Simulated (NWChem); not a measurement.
**C2H6CuN (SMILES C[N](C)[Cu]): levels of theory compared**

Wanted: a comparison of 3 runs (HF/3-21G, B3LYP/6-31G*) of C2H6CuN. 

The calculation is run with NWChem 7.3.0.

1 further run of the same task is left out (it didn't finish).

## 1. The system as given

C2H6CuN has 10 atoms, charge 0, and is taken as a singlet. SMILES: `C[N](C)[Cu]`. The shape is that of a PBE0-D4/def2-TZVP optimisation.

Bond lengths: C1–N2 1.441 Å, N2–C3 1.441 Å, N2–Cu4 1.838 Å, C1–H5 1.093 Å, C1–H6 1.105 Å, C1–H7 1.104 Å, C3–H8 1.093 Å, C3–H9 1.105 Å, C3–H10 1.104 Å. Some angles: C1–N2–C3 110.5°, C1–N2–Cu4 116.0°, C3–N2–Cu4 116.0°, N2–C1–H5 111.1°, N2–C1–H6 114.8°, N2–C1–H7 109.3°, N2–C3–H8 111.1°, N2–C3–H9 114.8°, N2–C3–H10 109.3°, H5–C1–H6 107.9°.

## 2. Energy and forces at HF/3-21G (run 1)

Contents of c2h6cun.nw:

```
start c2h6cun
memory total 2200 mb
geometry units bohr noautosym nocenter noautoz
  C  -0.38361440  1.92619784 -1.10926924
  N  -0.67538812 -0.75645737 -0.73982778
  C   1.08659252 -1.65653392  1.13194595
  Cu -3.93856719 -1.90635571 -0.43747160
  H  -1.67883269  2.62067219 -2.56001198
  H  -0.66404976  3.08157639  0.60698003
  H   1.55467768  2.32341827 -1.76897263
  H   0.91406053 -3.69781608  1.39253918
  H   0.90971416 -0.75362278  3.00598735
  H   3.03244351 -1.27802178  0.48376989
end
basis "ao basis" spherical bse
  C library 3-21G
  N library 3-21G
  Cu library 3-21G
  H library 3-21G
end
scf
  thresh 1e-08
  maxiter 80
  print medium
end
task scf gradient
```

On the command line:

```bash
nwchem c2h6cun.nw > c2h6cun.out
```

Log:

```text
[...]
  functions       =    66
[...]
  wavefunction    = RHF
[...]
         Total SCF energy =  -1763.613212182169
      One-electron energy =  -2914.217634842757
      Two-electron energy =    921.063348829049
 Nuclear repulsion energy =    229.541073831539
        Time for solution =      6.7s
[...]
                         RHF ENERGY GRADIENTS
    atom               coordinates                        gradient
                 x          y          z           x          y          z
   1 C      -0.383614   1.926198  -1.109269   -0.009535  -0.020312   0.010386
   2 N      -0.675388  -0.756457  -0.739828    0.081486   0.025541  -0.012615
   3 C       1.086593  -1.656534   1.131946   -0.021574   0.009071  -0.007947
   4 Cu     -3.938567  -1.906356  -0.437472   -0.063086  -0.020203   0.009086
   5 H      -1.678833   2.620672  -2.560012   -0.003637   0.001795  -0.004166
   6 H      -0.664050   3.081576   0.606980    0.000173   0.004960   0.004743
   7 H       1.554678   2.323418  -1.768973    0.008601  -0.000809  -0.001881
   8 H       0.914061  -3.697816   1.392539   -0.000529  -0.005758   0.000559
   9 H       0.909714  -0.753623   3.005987    0.001181   0.002479   0.006254
  10 H       3.032444  -1.278022   0.483770    0.006919   0.003234  -0.004420
[...]
```

It took 8.4 s on 1 thread of AMD EPYC 9R45 (Zen 5), shared host; peak memory 0.1 GiB.

## 3. Energy and forces at B3LYP/6-31G(d) (spherical functions) (run 2)

Contents of m1.nw:

```
START m1
memory 2200 mb
charge 0
GEOMETRY noautosym nocenter noautoz
 C    -0.203000    1.019300   -0.587000
 N    -0.357400   -0.400300   -0.391500
 C     0.575000   -0.876600    0.599000
 Cu   -2.084200   -1.008800   -0.231500
 H    -0.888400    1.386800   -1.354700
 H    -0.351400    1.630700    0.321200
 H     0.822700    1.229500   -0.936100
 H     0.483700   -1.956800    0.736900
 H     0.481400   -0.398800    1.590700
 H     1.604700   -0.676300    0.256000
END
BASIS "ao basis" spherical bse
 C library 6-31G*
 N library 6-31G*
 Cu library 6-31G*
 H library 6-31G*
END
DFT
 xc b3lyp
 grid xfine
 convergence energy 1e-08
 maxiter 100
 mulliken
END
TASK dft gradient
```

On the command line:

```bash
nwchem m1.nw > m1.out
```

Log (excerpt; [...] marks lines left out):

```text
[...]
          Wavefunction type:  closed shell.
          No. of atoms     :    10
          No. of electrons :    54
[...]
          Charge           :     0
          Spin multiplicity:     1
[...]
          AO basis - number of functions:    88
[...]
              XC Information
              --------------
                         B3LYP Method XC Potential
                     Hartree-Fock (Exact) Exchange  0.200
                        Slater Exchange Functional  0.800 local
                    Becke 1988 Exchange Functional  0.720 non-local
              Lee-Yang-Parr Correlation Functional  0.810
                  VWN I RPA Correlation Functional  0.190 local
[...]
 d= 0,ls=0.0,diis     1  -1774.5827524674 -2.00D+03  1.94D-01  2.20D+00     4.2
[...]
 d= 0,ls=0.5,diis    60  -1774.7751595970 -7.91D-09  9.24D-07  1.13D-07   195.9
         Total DFT energy =    -1774.775159601973
      One electron energy =    -2925.447511083164
           Coulomb energy =     1008.456642300390
    Exchange-Corr. energy =      -87.325381152881
 Nuclear repulsion energy =      229.541090333681
[...]
      Total Density - Mulliken Population Analysis
     ---------------------------------------------
[...]
  wavefunction    = closed shell
                         DFT ENERGY GRADIENTS
    atom               coordinates                        gradient
                 x          y          z           x          y          z
   1 C      -0.383614   1.926198  -1.109269    0.001709  -0.006240   0.000860
   2 N      -0.675388  -0.756457  -0.739828    0.032654   0.015115   0.002751
   3 C       1.086592  -1.656534   1.131946   -0.002218   0.003373  -0.005107
   4 Cu     -3.938567  -1.906356  -0.437472   -0.034194  -0.012873   0.001852
   5 H      -1.678833   2.620672  -2.560012    0.001650   0.000211   0.001199
   6 H      -0.664050   3.081576   0.606980    0.000242  -0.000850  -0.001283
   7 H       1.554678   2.323418  -1.768972   -0.000529   0.000153   0.000428
   8 H       0.914060  -3.697816   1.392539    0.001015   0.001774   0.000222
   9 H       0.909714  -0.753623   3.005987    0.000163  -0.000677  -0.001432
  10 H       3.032443  -1.278022   0.483770   -0.000493   0.000013   0.000509
[...]
```

Wall time 3.5 min (1 thread of AMD EPYC 9R45 (Zen 5), shared host); peak memory 0.16 GiB.

## 4. Energy and forces at B3LYP/6-31G(d) (Cartesian functions) (run 3)

Contents of run.py:

```python
from ase import Atoms
from ase.calculators.nwchem import NWChem

system = Atoms(['C', 'N', 'C', 'Cu', 'H', 'H', 'H', 'H', 'H', 'H'], positions=[
    [-0.203000, 1.019300, -0.587000],
    [-0.357400, -0.400300, -0.391500],
    [0.575000, -0.876600, 0.599000],
    [-2.084200, -1.008800, -0.231500],
    [-0.888400, 1.386800, -1.354700],
    [-0.351400, 1.630700, 0.321200],
    [0.822700, 1.229500, -0.936100],
    [0.483700, -1.956800, 0.736900],
    [0.481400, -0.398800, 1.590700],
    [1.604700, -0.676300, 0.256000],
])

calc = NWChem(
    label='run',
    theory='dft',
    memory='2200 mb',
    basis='6-31G*',
    dft={'xc': 'b3lyp', 'mult': '1', 'grid': 'fine', 'convergence': 'energy 1e-08', 'iterations': '100', 'mulliken': None},
)
system.calc = calc

forces = system.get_forces()
print(f"energy = {system.get_potential_energy():.6f} eV")
print("forces (eV/A):")
for s, f in zip(system.symbols, forces):
    print(f"{s:2s} {f[0]:10.5f} {f[1]:10.5f} {f[2]:10.5f}")
print("dipole (e A):", system.get_dipole_moment().round(4))
```

On the command line:

```bash
export ASE_NWCHEM_COMMAND="nwchem PREFIX.nwi > PREFIX.nwo"
python run.py
```

Log:

```text
energy = -48294.324031 eV
forces (eV/A):
C    -0.10038    0.32324   -0.03476
N    -1.73226   -0.81139   -0.16116
C     0.10238   -0.17314    0.27341
Cu    1.82523    0.68926   -0.09544
H    -0.08192   -0.01075   -0.06130
H    -0.00905    0.04638    0.06489
H     0.02674   -0.01028   -0.02041
H    -0.04993   -0.08942   -0.01208
H    -0.00396    0.03502    0.07410
H     0.02319    0.00103   -0.02715
dipole (e A): [-0.3171 -0.0823  0.0765]
```

The calculator wrote run.nwi:

```
title "run"

permanent_dir run

scratch_dir run

start run

geometry units angstrom nocenter noautosym noautoz
  C  -2.0300000000000001e-01 1.0193000000000001e+00 -5.8699999999999997e-01
  N  -3.5740000000000000e-01 -4.0029999999999999e-01 -3.9150000000000001e-01
  C  5.7499999999999996e-01 -8.7660000000000005e-01 5.9899999999999998e-01
  Cu -2.0842000000000001e+00 -1.0087999999999999e+00 -2.3150000000000001e-01
  H  -8.8839999999999997e-01 1.3868000000000000e+00 -1.3547000000000000e+00
  H  -3.5139999999999999e-01 1.6307000000000000e+00 3.2119999999999999e-01
  H  8.2269999999999999e-01 1.2295000000000000e+00 -9.3610000000000004e-01
  H  4.8370000000000002e-01 -1.9568000000000001e+00 7.3690000000000000e-01
  H  4.8139999999999999e-01 -3.9879999999999999e-01 1.5907000000000000e+00
  H  1.6047000000000000e+00 -6.7630000000000001e-01 2.5600000000000001e-01
end

memory 2200 mb

basis noprint
   * library 6-31G*
end

dft
  xc b3lyp
  mult 1
  grid fine
  convergence energy 1e-08
  iterations 100
  mulliken
end

task dft gradient
```

run.nwo (excerpt; [...] marks lines left out):

```text
[...]
         Total DFT energy =    -1774.783687507515
[...]
  wavefunction    = closed shell
                         DFT ENERGY GRADIENTS
    atom               coordinates                        gradient
                 x          y          z           x          y          z
   1 C      -0.383614   1.926198  -1.109269    0.001952  -0.006286   0.000676
   2 N      -0.675388  -0.756457  -0.739828    0.033687   0.015779   0.003134
   3 C       1.086592  -1.656534   1.131946   -0.001991   0.003367  -0.005317
[... 6 lines of this table left out ...]
  10 H       3.032443  -1.278022   0.483770   -0.000451  -0.000020   0.000528
[...]
```

It took 2.1 min on 1 thread of AMD EPYC 9R45 (Zen 5), shared host; peak memory 0.14 GiB.

## 5. All runs side by side

| run | level | iteration cap | module | energy (Eh) | dipole moment (D) | HOMO energy (eV) | LUMO energy (eV) | wall time |
| --- | --- | --- | --- | --- | --- | --- | --- | --- |
| 1 | HF/3-21G | 80 | scf | -1763.613212 | 2.64 | -7.80 | 1.03 | 8.4 s |
| 2 | B3LYP/6-31G* (spherical functions) | 100 | dft | -1774.775160 | 1.64 | -4.76 | -2.24 | 3.5 min |
| 3 | B3LYP/6-31G* (Cartesian functions) | 100 | dft | -1774.783688 | 1.62 | -4.76 | -2.24 | 2.1 min |

## 6. Outcome

| quantity | value |
| --- | --- |
| run 3: total energy | -1774.78369 Eh |
| run 3: dipole moment | 1.62 D |
| run 3: HOMO energy | -4.76 eV |
| run 3: LUMO energy | -2.24 eV |
| run 3: HOMO–LUMO gap | 2.52 eV |
| run 3: largest force on an atom | 1.953 eV/Å |

**Reading.** The dipole moment (its size) runs from 1.62 D (B3LYP/6-31G*) to 2.64 D (HF/3-21G). The two ends differ in method and basis. The HOMO–LUMO gap runs from 2.52 eV (B3LYP/6-31G*) to 8.83 eV (HF/3-21G). All runs together took 5.7 min, the longest 3.5 min.
